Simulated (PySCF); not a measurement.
# CuOH₂: quartet, from a T-shaped (ligand arrangement 1) start

Where does quartet CuOH₂ go from a T-shaped (ligand arrangement 1) start, is the end point a minimum, and what are its modes, charges and moments?

Program: PySCF 2.14.0. Level of theory: PBE0, basis Cu def2-TZVP, O def2-TZVP, H def2-TZVP, no relativity, density fitting. These are calculated values, not measurements.

### Step 1. Starting geometry

4 atoms, charge 0, spin multiplicity 4.

Bond lengths: Cu1–O2 1.720 Å, Cu1–H3 1.440 Å, Cu1–H4 1.440 Å. Angles: O2–Cu1–H3 88.0°, O2–Cu1–H4 176.0°, H3–Cu1–H4 88.0°.

Z-matrix (Å, degrees; charge 0 multiplicity 4):
```
Cu
O  1 1.7200
H  1 1.4400 2 88.00
H  1 1.4400 3 88.00 2 180.00
```

### Step 2. Finding the electronic state

The steps below are one call of a driver around PySCF. For each, scf.py gives the equivalent set-up of the SCF; relaxations use the driver's own optimiser. After this first run the driver tries any further starts and a stability analysis.

File scf.py:

```python
from pyscf import gto, scf, dft
mol = gto.M(atom='''
Cu     0.000000     0.000000     0.000000
O     -1.719000     0.000000     0.060000
H      0.000000     0.000000     1.440000
H      1.439100     0.000000     0.050300''',
    basis={'Cu': 'def2-TZVP', 'O': 'def2-TZVP', 'H': 'def2-TZVP'},
    charge=0, spin=3)
mf = dft.UKS(mol, xc='PBE0')
mf.grids.atom_grid = (50, 194)
aux = {'Cu': 'def2-universal-JKFIT', 'O': 'def2-universal-JKFIT', 'H': 'def2-universal-JKFIT'}
mf = mf.density_fit(auxbasis=aux)
mf.conv_tol = 1e-08
mf.diis_space = 10
mf.max_cycle = 60
mf.init_guess = 'minao'
mf.verbose = 4
mf.kernel()
```

Launch:

```console
$ OMP_NUM_THREADS=4 python axn.py task.json out
```

Further steps of the session: Relaxing the quartet from the T-shaped (ligand arrangement 1) start; Vibrations and properties at this point; Leaving the saddle point; Vibrations and properties at this point.

Before running it: what results should come out? Wanted: minimum; geometry; wavenumbers; dipole moment; highest occupied, lowest empty level; polar-tensor charge of Cu1; zero-point energy; atomisation energy; ⟨S²⟩.

As calculated:

```
                                          quantity                                                               value
                                           minimum                                                        quartet, C2v
                                          geometry  Cu–H 1.565 Å (×2), Cu–O 1.753 Å; H–Cu–H 145.3°, H–Cu–O 107.4° (×2)
                                wavenumbers (cm⁻¹)        297 (b2), 338 (b1), 441 (a1), 602 (a1), 1494 (b2), 1624 (a1)
                                     dipole moment                                                              1.42 D
highest occupied, lowest empty level (either spin)                                                     -8.42, -4.48 eV
                        polar-tensor charge of Cu1                                                             +0.22 e
                                 zero-point energy                                                         28.7 kJ/mol
                               entropy at 298.15 K                                                     271.9 J/(mol K)
         atomisation energy (no zero-point energy)                                                          493 kJ/mol
                                              ⟨S²⟩                                                               3.770
```

The T-shaped (ligand arrangement 1) start (Cs) ends in a minimum of C2v symmetry, after a stop at a saddle point 54.2 kJ/mol higher, from which it was pushed off along an imaginary mode. The strongest infrared band lies at 338 cm⁻¹ (b1, bend). Most of the spin sits on O2 (Mulliken spin 1.51, against 3 for the whole molecule). Only this shape and spin were tried, so other structures or states may lie lower. One determinant may miss the lowest occupation of an open d or f shell.
